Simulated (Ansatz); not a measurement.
# C2H5BTe: basis-set convergence

Aim: see how fast density functionals converge with the basis set for C2H5BTe.

Computed with Ansatz 0.2.0, Gaussian basis. Level: one geometry, several basis sets.

The runs, in order: PBE0-D4/def2-SVP; ωB97M-V/def2-SVP; PBE0-D4/def2-QZVPP; ωB97M-V/def2-QZVPP; the functionals' def2-TZVPP values are taken from earlier runs.

### 1 The geometry

An earlier PBE0-D4 in a triple-zeta def2 set relaxation fixed the geometry. Te takes the def2 core potential; no spin-orbit term is included.

SMILES `CC1B[Te]1`, 9 atoms, charge 0, spin multiplicity 1.

Atoms are counted from 1 here; the program's logs count them from 0.

Bond lengths: C1–C2 1.505 Å, C1–H5 1.092 Å, C1–H6 1.091 Å, C1–H7 1.097 Å, C2–B3 1.519 Å, C2–Te4 2.255 Å, C2–H8 1.088 Å, B3–Te4 2.093 Å, B3–H9 1.184 Å. Angles: C2–C1–H5 112.0°, C2–C1–H6 111.7°, C2–C1–H7 109.1°, H5–C1–H6 108.3°, H5–C1–H7 107.8°, H6–C1–H7 107.9°, C1–C2–B3 123.8°, C1–C2–Te4 117.7°, C1–C2–H8 114.0°, B3–C2–Te4 63.9°, B3–C2–H8 117.7°, Te4–C2–H8 108.2°, C2–B3–Te4 75.4°, C2–B3–H9 144.9°, Te4–B3–H9 139.6°, C2–Te4–B3 40.7°.

### 2 PBE0-D4 in def2-SVP

Input file in.yaml:

```yaml
crystal:
  periodic: [false, false, false]
  atoms:
    - {symbol: C, position_ang: [0.197077, 0.800381, -0.804059]}
    - {symbol: C, position_ang: [0.201456, -0.505134, -0.055475]}
    - {symbol: B, position_ang: [-0.172436, -0.640089, 1.410322]}
    - {symbol: Te, position_ang: [-1.788730, -1.474230, 0.374487]}
    - {symbol: H, position_ang: [-0.027039, 0.662538, -1.863678]}
    - {symbol: H, position_ang: [-0.529243, 1.500565, -0.388921]}
    - {symbol: H, position_ang: [1.190123, 1.259490, -0.728902]}
    - {symbol: H, position_ang: [0.861574, -1.258416, -0.481517]}
    - {symbol: H, position_ang: [0.155717, -0.391405, 2.520843]}
basis:
  gaussian: {orbitals: def2-SVP}
hamiltonian: {xc: pbe0, dispersion: d4}
output: {orbitals: {seedname: orbitals}}
```

Launch:

```
$ ansatz run in.yaml --threads 2 --pin off --events-out ev --progress --plain --max-ram 4352MiB
```

Further steps of the session: ωB97M-V in def2-SVP; PBE0-D4 in def2-QZVPP; ωB97M-V in def2-QZVPP.

Q: Predict the results of all the runs planned. Wanted: PBE0-D4: double and triple zeta above quadruple; ωB97M-V: double and triple zeta above quadruple.

As calculated:

```
                                       quantity          value
PBE0-D4: double and triple zeta above quadruple  3.55, 0.21 eV
ωB97M-V: double and triple zeta above quadruple  3.76, 0.20 eV
```

What this shows: For PBE0-D4 the step from double to triple zeta gains 3.34 eV and the next only 0.21 eV. These are total energies; as a rule much of such shifts cancels in differences, which this series doesn't test.
